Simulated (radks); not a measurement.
**Os³⁺ in [Xe] 4f14 5d5: an all-electron calculation**

Aim: the levels, the sizes of the orbitals and the parts of the energy of the osmium ion Os3+.

Program: radks (a radial shooting solver on a logarithmic mesh, Libxc functionals) version 1. Level of theory: Dirac Kohn-Sham, PBE, spin-unpolarised, spherical densities, finite nucleus; open shells are shared between the two j in proportion to 2j + 1. These are calculated values, not measurements, unless marked.

**1. Starting point**

* element: osmium (Z = 76)
* charge: +3
* electrons: 73
* configuration: [Xe] 4f14 5d5
* nuclear rms radius: 5.4126 fm

The outer shells:

Os³⁺
```
[Xe] core
4f [↑↓][↑↓][↑↓][↑↓][↑↓][↑↓][↑↓]
5d [↑ ][↑ ][↑ ][↑ ][↑ ]
```

**2. Self-consistent calculation**

Settings of this run:

```text
Z 76
configuration [Xe] 4f14 5d5 6s0 6p0
relativity Dirac
functional pbe,pbe
spin unpolarised
j_filling average
nucleus finite rms 5.4126 fm
c 137.035999084
```

Run with:

```
python run_ks.py task.json out
```

All runs below come from this command, one after another.

Q: Predict the outcome of this run.

The runs gave:

```
                        quantity                   value
                    total energy     -17276.5782 hartree
exchange-correlation share of it                  1.97 %
                            −T/E                  1.1345
          highest occupied level       5d5/2, -34.453 eV
    most extended occupied level  5d5/2, <r> = 1.63 bohr
 radius at density 0.001 e/bohr³               3.41 bohr
    maxima of the radial density                       4
         ionisation energy, NIST          41 (theory) eV
```

**Reading.** The radial density shows 4 maxima for 5 occupied principal shells; where shells overlap, one shows as a shoulder or not at all. Relativity lifts −T/E to 1.135. The top level binds by 34.453 eV, 84 % of the NIST ionisation energy of 41 eV; the potential of a semilocal functional falls off too fast, so its top eigenvalue is too shallow. Spin polarisation and multiplet splitting are left out. Sharing an open shell by 2j + 1 raises it above the true ground level by a part of the spin-orbit splitting, which enters the differences from NIST.
